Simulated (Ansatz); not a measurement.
# GeH5NS: the cost of one run

Program: Ansatz 0.2.0. Level of theory: RKS PBE/def2-SVP. These are calculated values, not measurements.

## Step 1: Starting point

Bond lengths: N1–Ge2 1.807 Å, Ge2–S3 2.210 Å, N1–H4 1.098 Å, N1–H5 1.056 Å, Ge2–H6 1.557 Å, Ge2–H7 1.571 Å, S3–H8 1.352 Å. Angles: N1–Ge2–S3 107.5°, N1–Ge2–H6 110.2°, N1–Ge2–H7 110.6°, S3–Ge2–H6 110.4°, S3–Ge2–H7 109.6°, H6–Ge2–H7 108.5°, Ge2–N1–H4 104.3°, Ge2–N1–H5 110.6°, H4–N1–H5 103.5°, Ge2–S3–H8 92.5°.

Structure file:

```xyz
8

N    -1.0961    0.4259   -0.5607
Ge    0.5218    0.2283    0.2192
S     0.9297   -1.9387    0.3660
H    -1.2058    1.5114   -0.6846
H    -1.0772    0.0654   -1.5534
H     0.5199    0.8783    1.6343
H     1.6391    0.9171   -0.6444
H    -0.1392   -2.1448    1.1677
```

## Step 2: Relaxing end A

File input.yaml:

```yaml
crystal:
  periodic: [false, false, false]
  atoms:
    - { symbol: "N", position_ang: [-1.0961, 0.4259, -0.5607] }
    - { symbol: Ge, position_ang: [0.5218, 0.2283, 0.2192] }
    - { symbol: S, position_ang: [0.9297, -1.9387, 0.366] }
    - { symbol: H, position_ang: [-1.2058, 1.5114, -0.6846] }
    - { symbol: H, position_ang: [-1.0772, 0.0654, -1.5534] }
    - { symbol: H, position_ang: [0.5199, 0.8783, 1.6343] }
    - { symbol: H, position_ang: [1.6391, 0.9171, -0.6444] }
    - { symbol: H, position_ang: [-0.1392, -2.1448, 1.1677] }
basis:
  gaussian: { orbitals: def2-SVP }
hamiltonian:
  xc: pbe
relax:
  f_tol: 0.015
  max_steps: 40
```

The run is started by

```sh
> ansatz run input.yaml --threads 1 --pin off --max-ram 2048MiB --backend cpu --events-out ev --progress --plain --runs-dir out
```

Q: Estimate wall time and peak memory on 1 thread of AMD EPYC 7B13 (Zen 3), shared host.

About 17 s, with a peak of 0.14 GiB.
